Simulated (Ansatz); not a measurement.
**Si₂H₅O₂ radical: geometry and vibrations**

The task is to find a stationary geometry of Si₂H₅O₂ radical, check the end point by its vibrations and derive ideal-gas thermochemistry.

Method: UKS PBE0-D4/def2-TZVP; program: Ansatz 0.2.0, Gaussian basis.

Levels to be run: relaxation at PBE-D4/def2-SVP; relaxation at PBE0-D4/def2-TZVP; harmonic vibrations at the same level.

1 further run of the same task is left out (set aside as unsound or not needed).

### 1 Starting geometry

SMILES `O[SiH](O)[SiH2]`, 9 atoms, charge 0, spin multiplicity 2.

Atoms are counted from 1 here; the program's logs count them from 0.

Bond lengths: O1–Si2 1.624 Å, O1–H5 1.020 Å, Si2–O3 1.648 Å, Si2–Si4 2.238 Å, Si2–H6 1.482 Å, O3–H7 1.027 Å, Si4–H8 1.512 Å, Si4–H9 1.544 Å. Angles: Si2–O1–H5 116.1°, O1–Si2–O3 105.6°, O1–Si2–Si4 113.6°, O1–Si2–H6 107.2°, O3–Si2–Si4 110.5°, O3–Si2–H6 109.1°, Si4–Si2–H6 110.6°, Si2–O3–H7 113.4°, Si2–Si4–H8 110.8°, Si2–Si4–H9 113.6°, H8–Si4–H9 106.2°.

The start is a force-field geometry with small random shifts, so a cheaper pass at PBE-D4/def2-SVP comes first.

### 2 Optimising with PBE-D4/def2-SVP (cheap first pass)

in.yaml reads:

```yaml
crystal:
  periodic: [false, false, false]
  atoms:
    - {symbol: O, position_ang: [0.859500, 1.209500, -0.714600]}
    - {symbol: Si, position_ang: [0.552300, -0.057100, 0.254300]}
    - {symbol: O, position_ang: [1.126100, -1.377900, -0.547900]}
    - {symbol: Si, position_ang: [-1.618800, -0.313000, 0.732700]}
    - {symbol: H, position_ang: [0.335500, 1.242900, -1.589000]}
    - {symbol: H, position_ang: [1.340900, 0.137000, 1.494500]}
    - {symbol: H, position_ang: [2.142000, -1.356200, -0.694500]}
    - {symbol: H, position_ang: [-2.443600, -0.368400, -0.533100]}
    - {symbol: H, position_ang: [-2.205400, 0.836800, 1.580600]}
basis:
  gaussian: {orbitals: def2-SVP}
magnetization: {spin_polarized: true, initial_magnetization: 1}
hamiltonian: {xc: pbe, dispersion: d4}
relax: {f_tol: 0.03, max_steps: 200}
```

The program printed, cut to the lines that bear on the results:

```text
Functional definition: PBE
  name "PBE"
  cite "Perdew, Burke & Ernzerhof, Phys. Rev. Lett. 77, 3865 (1996) doi:10.1103/PhysRevLett.77.3865"
  parent pbe
[...]
968 factors; their error is unknown
[...]
mean field -19910.31058296 eV, -731.6904182306 hartree, gradient 7.3e-5 eV, S^2 0.753167; 0 other end points of the search recorded, 0 dependent functions left out
[...]
reference -19910.31061959 eV, -731.6904195767 hartree; 25, 24 occupied and 64, 65 virtual orbitals, 968 factors
relax step   1: F+E_penalty+E_count = -19910.50727498 eV  Δ(F+E_penalty+E_count) = +0.000e0 eV  max|allowed force component| = 2.625e0 eV/Å  Δτ_max = 0.0000 Å  (29 SCF iters, accepted)
[...]
relax step   3: F+E_penalty+E_count = -19910.85923883 eV  Δ(F+E_penalty+E_count) = -5.283e-2 eV  max|allowed force component| = 3.104e-1 eV/Å  Δτ_max = 0.1033 Å  (30 SCF iters, accepted)
[...]
relax step   5: F+E_penalty+E_count = -19910.86810145 eV  Δ(F+E_penalty+E_count) = -4.040e-4 eV  max|allowed force component| = 5.309e-2 eV/Å  Δτ_max = 0.0140 Å  (32 SCF iters, accepted)
[...]
relax step   7: F+E_penalty+E_count = -19910.87032577 eV  Δ(F+E_penalty+E_count) = -7.001e-4 eV  max|allowed force component| = 3.210e-2 eV/Å  Δτ_max = 0.0427 Å  (31 SCF iters, accepted)
[...]
relax step   9: F+E_penalty+E_count = -19910.87106646 eV  Δ(F+E_penalty+E_count) = -3.329e-4 eV  max|allowed force component| = 4.922e-2 eV/Å  Δτ_max = 0.0298 Å  (31 SCF iters, accepted)
[...]
relax step  10: F+E_penalty+E_count = -19910.87125170 eV  Δ(F+E_penalty+E_count) = -1.852e-4 eV  max|allowed force component| = 2.609e-2 eV/Å  Δτ_max = 0.0169 Å  (30 SCF iters, accepted)
968 factors; their error is unknown
[...]
mean field -19910.67838477 eV, -731.7039346978 hartree, gradient 1.1e-5 eV, S^2 0.753289; 1 other end points of the search recorded, 0 dependent functions left out
[...]
reference -19910.67842087 eV, -731.7039360243 hartree; 25, 24 occupied and 64, 65 virtual orbitals, 968 factors
Total energy: -19910.87128780 eV, -731.7110237533 hartree
Atom 0 at     0.960836     1.365312    -0.680429 Å, force    -0.015820     0.002662    -0.026091 eV/Å
Atom 1 at     0.634683    -0.006595     0.243508 Å, force     0.007063    -0.008039     0.000126 eV/Å
Atom 2 at     1.034983    -1.439110    -0.545372 Å, force    -0.006052     0.010239     0.004936 eV/Å
Atom 3 at    -1.636958    -0.292779     0.730243 Å, force    -0.018291     0.004172    -0.014410 eV/Å
Atom 4 at     0.398915     1.458026    -1.471730 Å, force     0.017243    -0.002478     0.025208 eV/Å
Atom 5 at     1.468608     0.218602     1.472407 Å, force    -0.002972    -0.002156    -0.003896 eV/Å
Atom 6 at     1.984087    -1.547340    -0.738620 Å, force    -0.004359     0.004648     0.003631 eV/Å
Atom 7 at    -2.479994    -0.682510    -0.460331 Å, force     0.011853     0.006671     0.022965 eV/Å
Atom 8 at    -2.276660     0.879994     1.433323 Å, force     0.011334    -0.015720    -0.012469 eV/Å
Dipole moment:     0.150400    -0.007892    -0.229579 e Å
```

It took 15 s on 4 threads, shared host.

Along the way:

```
step  energy from step 1 (eV)  largest force component (eV/Å)
   1                   0.0000                          2.6250
   2                  -0.2991                          1.0870
   3                  -0.3520                          0.3104
   4                  -0.3604                          0.0597
   5                  -0.3608                          0.0531
   6                  -0.3624                          0.0492
   7                  -0.3631                          0.0321
   8                  -0.3635                          0.0431
   9                  -0.3638                          0.0492
  10                  -0.3640                          0.0261
```

Distances of close pairs at the start and the end, largest changes first:

```
   bond  before (Å)  after (Å)  change (Å)
Si2–Si4       2.238      2.341      +0.103
 O1–Si2       1.624      1.686      +0.062
  O3–H7       1.027      0.975      -0.052
  O1–H5       1.020      0.975      -0.045
 Si2–O3       1.648      1.684      +0.035
 Si4–H9       1.544      1.510      -0.035
 Si2–H6       1.482      1.502      +0.020
 Si4–H8       1.512      1.510      -0.002
```

### 3 Optimising with PBE0-D4/def2-TZVP

in.yaml reads:

```yaml
crystal:
  periodic: [false, false, false]
  atoms:
    - {symbol: O, position_ang: [0.960836, 1.365312, -0.680429]}
    - {symbol: Si, position_ang: [0.634683, -0.006595, 0.243508]}
    - {symbol: O, position_ang: [1.034983, -1.439110, -0.545372]}
    - {symbol: Si, position_ang: [-1.636958, -0.292779, 0.730243]}
    - {symbol: H, position_ang: [0.398915, 1.458026, -1.471730]}
    - {symbol: H, position_ang: [1.468608, 0.218602, 1.472407]}
    - {symbol: H, position_ang: [1.984087, -1.547340, -0.738620]}
    - {symbol: H, position_ang: [-2.479994, -0.682510, -0.460331]}
    - {symbol: H, position_ang: [-2.276660, 0.879994, 1.433323]}
basis:
  gaussian: {orbitals: def2-TZVP}
magnetization: {spin_polarized: true, initial_magnetization: 1}
hamiltonian: {xc: pbe0, dispersion: d4}
relax: {f_tol: 0.005, max_steps: 150}
```

The program printed, cut to the lines that bear on the results:

```text
Functional definition: PBE0
  name "PBE0"
  cite "Adamo & Barone, J. Chem. Phys. 110, 6158 (1999) doi:10.1063/1.478522"
  cite "Perdew, Burke & Ernzerhof, Phys. Rev. Lett. 77, 3865 (1996) doi:10.1103/PhysRevLett.77.3865"
  parent pbe
[...]
1058 factors; their error is unknown
[...]
mean field -19923.20579924 eV, -732.1643086882 hartree, gradient 4.1e-5 eV, S^2 0.754992; 0 other end points of the search recorded, 0 dependent functions left out
[...]
reference -19923.20583235 eV, -732.1643099049 hartree; 25, 24 occupied and 141, 142 virtual orbitals, 1058 factors
relax step   1: F+E_penalty+E_count = -19923.36958408 eV  Δ(F+E_penalty+E_count) = +0.000e0 eV  max|allowed force component| = 8.513e-1 eV/Å  Δτ_max = 0.0000 Å  (30 SCF iters, accepted)
[...]
Total energy: -19923.43610240 eV, -732.1727721732 hartree
Atom 0 at     0.977778     1.346291    -0.652926 Å, force    -0.002279    -0.001721    -0.000159 eV/Å
Atom 1 at     0.627906     0.002618     0.233712 Å, force     0.004528     0.000545     0.001648 eV/Å
Atom 2 at     1.015613    -1.393078    -0.547655 Å, force    -0.003580    -0.000783    -0.000423 eV/Å
Atom 3 at    -1.631473    -0.274787     0.734651 Å, force     0.000899    -0.000274    -0.001261 eV/Å
Atom 4 at     0.462085     1.496438    -1.447288 Å, force     0.000418     0.001394    -0.001043 eV/Å
Atom 5 at     1.454851     0.190728     1.451269 Å, force    -0.001022    -0.000258     0.000537 eV/Å
Atom 6 at     1.938586    -1.537155    -0.765676 Å, force     0.001039     0.001042     0.000270 eV/Å
Atom 7 at    -2.473468    -0.787491    -0.381035 Å, force    -0.000015    -0.000321     0.000190 eV/Å
Atom 8 at    -2.283378     0.910036     1.357947 Å, force     0.000012     0.000375     0.000241 eV/Å
Dipole moment:     0.117888    -0.006736    -0.221627 e Å
```

Wall time 51 s (4 threads, shared host); peak memory 0.47 GiB.

Relaxation path:

```
step  energy from step 1 (eV)  largest force component (eV/Å)
   1                   0.0000                          0.8513
   2                  -0.0473                          0.5341
   3                  -0.0619                          0.1040
   4                  -0.0620                          0.2155
   5                  -0.0658                          0.0631
   6                  -0.0661                          0.0212
   7                  -0.0662                          0.0102
   8                  -0.0663                          0.0109
   9                  -0.0663                          0.0097
  10                  -0.0661                          0.0866
  11                  -0.0664                          0.0039
  12                  -0.0664                          0.0151
  13                  -0.0664                          0.0089
  14                  -0.0665                          0.0053
  15                  -0.0665                          0.0045
```

The force was under the threshold of 0.005 eV/Å already at step 11, but the program went on to step 15.

Close pairs (by a distance rule), those that changed most:

```
   bond  before (Å)  after (Å)  change (Å)
 O1–Si2       1.686      1.647      -0.038
 Si2–O3       1.684      1.646      -0.038
 Si4–H8       1.510      1.489      -0.021
 Si4–H9       1.510      1.489      -0.021
 Si2–H6       1.502      1.484      -0.018
  O1–H5       0.975      0.959      -0.016
  O3–H7       0.975      0.959      -0.015
Si2–Si4       2.341      2.331      -0.010
```

Mulliken charges of the relaxed molecule (report file):

```
atom  value (e)
  O1      -0.51
 Si2       0.50
  O3      -0.51
 Si4      -0.09
  H5       0.33
  H6      -0.05
  H7       0.32
  H8       0.01
  H9       0.01
```

### 4 Force constants and modes

in.yaml reads:

```yaml
crystal:
  periodic: [false, false, false]
  atoms:
    - {symbol: O, position_ang: [0.977778, 1.346291, -0.652926]}
    - {symbol: Si, position_ang: [0.627906, 0.002618, 0.233712]}
    - {symbol: O, position_ang: [1.015613, -1.393078, -0.547655]}
    - {symbol: Si, position_ang: [-1.631473, -0.274787, 0.734651]}
    - {symbol: H, position_ang: [0.462085, 1.496438, -1.447288]}
    - {symbol: H, position_ang: [1.454851, 0.190728, 1.451269]}
    - {symbol: H, position_ang: [1.938586, -1.537155, -0.765676]}
    - {symbol: H, position_ang: [-2.473468, -0.787491, -0.381035]}
    - {symbol: H, position_ang: [-2.283378, 0.910036, 1.357947]}
basis:
  gaussian: {orbitals: def2-TZVP}
magnetization: {spin_polarized: true, initial_magnetization: 1}
hamiltonian: {xc: pbe0, dispersion: d4}
phonons: {temperatures: {t_min: 298.15, t_max: 900, t_step: 200}}
```

The program printed, cut to the lines that bear on the results:

```text
Functional definition: PBE0
  name "PBE0"
  cite "Adamo & Barone, J. Chem. Phys. 110, 6158 (1999) doi:10.1063/1.478522"
  cite "Perdew, Burke & Ernzerhof, Phys. Rev. Lett. 77, 3865 (1996) doi:10.1103/PhysRevLett.77.3865"
  parent pbe
[...]
1058 factors; their error is unknown
[...]
mean field -19923.27164706 eV, -732.1667285509 hartree, gradient 3.8e-5 eV, S^2 0.755128; 0 other end points of the search recorded, 0 dependent functions left out
[...]
reference -19923.27167968 eV, -732.1667297495 hartree; 25, 24 occupied and 141, 142 virtual orbitals, 1058 factors
[...]
1058 factors; their error is unknown
mean field -19923.27160083 eV, -732.1667268521 hartree, gradient 2.6e-6 eV, S^2 0.755127; 0 other end points of the search recorded, 0 dependent functions left out
[...]
reference -19923.27163345 eV, -732.1667280509 hartree; 25, 24 occupied and 141, 142 virtual orbitals, 1058 factors
[...]
Atom 1 at     0.627906     0.002618     0.233712 Å, force     0.004518     0.000516     0.001688 eV/Å
Atom 2 at     1.015613    -1.393078    -0.547655 Å, force    -0.003573    -0.000794    -0.000430 eV/Å
Atom 3 at    -1.631473    -0.274787     0.734651 Å, force     0.000895    -0.000266    -0.001265 eV/Å
Atom 4 at     0.462085     1.496438    -1.447288 Å, force     0.000425     0.001392    -0.001035 eV/Å
Atom 5 at     1.454851     0.190728     1.451269 Å, force    -0.001017    -0.000256     0.000542 eV/Å
Atom 6 at     1.938586    -1.537155    -0.765676 Å, force     0.001026     0.001061     0.000271 eV/Å
Atom 7 at    -2.473468    -0.787491    -0.381035 Å, force    -0.000016    -0.000321     0.000186 eV/Å
Atom 8 at    -2.283378     0.910036     1.357947 Å, force     0.000025     0.000369     0.000239 eV/Å
Dipole moment:     0.117889    -0.006734    -0.221628 e Å
Vibrations: 76.26 151.59 204.85 244.17 291.09 358.63 417.36 465.40 511.46 749.96 786.45 833.72 874.38 901.58 932.09 943.67 2201.13 2223.08 2231.18 3903.98 3911.86 cm⁻¹, zero-point energy 1.439079 eV
```

Wall time 1.8 min (4 threads, shared host); peak memory 0.46 GiB.

Motions are named by where the mode's potential energy lies. The modes, unscaled (a negative number is an imaginary wavenumber):

```
mode  cm⁻¹                      motion
   1    76                     torsion
   2   152                        bend
   3   205           bend with torsion
   4   244                     torsion
   5   291                     torsion
   6   359           torsion with bend
   7   417  Si–Si stretch with torsion
   8   465           torsion with bend
   9   511                        bend
  10   750                        bend
  11   786      bend with Si–O stretch
  12   834      Si–O stretch with bend
  13   874                        bend
  14   902                        bend
  15   932      bend with Si–O stretch
  16   944      Si–O stretch with bend
  17  2201                Si–H stretch
  18  2223                Si–H stretch
  19  2231                Si–H stretch
  20  3904                 O–H stretch
  21  3912                 O–H stretch
```

From these modes and the moments of inertia (298.15 K, 1 bar, symmetry number 1):

```
                          term            value
             zero-point energy    33.2 kcal/mol
                    H(298) − E    38.4 kcal/mol
entropy, electronic degeneracy    5.8 J/(mol K)
          entropy, translation  165.4 J/(mol K)
             entropy, rotation  110.6 J/(mol K)
            entropy, vibration   69.3 J/(mol K)
                entropy, total  351.0 J/(mol K)
```

### 5 Summary of results

| quantity | value |
| --- | --- |
| point group | C1 |
| steps | 10 + 15 |
| shift from the start (rms) | 0.240 Å |
| total energy | -19923.4361 eV |
| dispersion term | -164 meV |
| dipole moment | 1.21 D |
| lowest, highest wavenumber | 76, 3912 cm⁻¹ |
| zero-point energy | 33.2 kcal/mol |
| entropy at 298.15 K | 351.0 J/(mol K) |

What this shows: The atoms moved 0.24 Å (rms) from the start; the bond that changed most is Si2–Si4, from 2.238 to 2.331 Å. No mode is imaginary: a true minimum at this level. The stiffest mode, 3912 cm⁻¹, is an O–H stretch, and 2 modes under 200 cm⁻¹ make the vibrational entropy uncertain. Harmonic hybrid wavenumbers usually lie a few per cent above measured fundamentals. The largest Mulliken charge, -0.51 e, sits on O3.
